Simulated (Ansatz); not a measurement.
# CH5ClGeO: the cost of one run

The runs use Ansatz 0.2.0, Gaussian basis; the settings change from run to run.

## 1. The molecule

The structure was relaxed beforehand with PBE0-D4 in a triple-zeta def2 set.

SMILES `[CH3][GeH]([OH])[Cl]`, 9 atoms, charge 0, spin multiplicity 1.

Atoms are counted from 1 here; the program's logs count them from 0.

Bond lengths: C1–Ge2 1.936 Å, C1–H5 1.090 Å, C1–H6 1.091 Å, C1–H7 1.090 Å, Ge2–O3 1.770 Å, Ge2–Cl4 2.165 Å, Ge2–H8 1.530 Å, O3–H9 0.960 Å. Angles: Ge2–C1–H5 110.0°, Ge2–C1–H6 109.7°, Ge2–C1–H7 109.7°, H5–C1–H6 109.4°, H5–C1–H7 108.8°, H6–C1–H7 109.3°, C1–Ge2–O3 112.1°, C1–Ge2–Cl4 107.0°, C1–Ge2–H8 116.5°, O3–Ge2–Cl4 107.8°, O3–Ge2–H8 105.0°, Cl4–Ge2–H8 108.1°, Ge2–O3–H9 113.1°.

## 2. r2SCAN0/def2-TZVPP

Options: D3(BJ) with three-body dispersion.

in.yaml reads:

```yaml
crystal:
  periodic: [false, false, false]
  atoms:
    - {symbol: C, position_ang: [-0.263318, 1.169925, -0.351343]}
    - {symbol: Ge, position_ang: [-0.259619, -0.643283, 0.326066]}
    - {symbol: O, position_ang: [1.304808, -1.090014, 1.022650]}
    - {symbol: Cl, position_ang: [-0.633262, -1.950248, -1.358598]}
    - {symbol: H, position_ang: [-1.240649, 1.408126, -0.772318]}
    - {symbol: H, position_ang: [-0.038949, 1.865444, 0.458774]}
    - {symbol: H, position_ang: [0.490637, 1.272086, -1.132522]}
    - {symbol: H, position_ang: [-1.284133, -0.966349, 1.415830]}
    - {symbol: H, position_ang: [2.012886, -1.112187, 0.374461]}
basis:
  gaussian: {orbitals: def2-TZVPP}
hamiltonian: {xc: {name: r2SCAN0}, dispersion: d3bjatm}
```

Launch:

```
> ansatz run in.yaml --threads 4 --pin off --events-out ev --progress --plain --max-ram 10444MiB
```

Q: Estimate wall time and peak memory on 4 threads of Arm Neoverse V2, shared host.

About 4.4 s, with a peak of 0.48 GiB.
